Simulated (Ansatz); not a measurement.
# Au: the cost of one run

Program: Ansatz 0.2.0. Level of theory: the levels named in each step. These are calculated values, not measurements.

## Step 1: The structure to begin with

As a file:

```xyz
1

Au    0.0000    0.0000    0.0000
```

## Step 2: Single point, PBE0/def2-TZVPP

Contents of input.yaml:

```yaml
crystal:
  periodic: [false, false, false]
  atoms:
    - { symbol: Au, position_ang: [0.0, 0.0, 0.0] }
magnetization:
  spin_polarized: true
  initial_magnetization: 1
basis:
  gaussian: { orbitals: def2-TZVPP }
hamiltonian:
  xc: pbe0
```

Run with:

```
> ansatz run input.yaml --threads 1 --pin off --max-ram 2560MiB --backend cpu --events-out ev --progress --plain --runs-dir out
```

What time and memory should one allow on 1 thread of Arm Neoverse N1, shared host?

About 1.5 s, with a peak of 0.096 GiB.
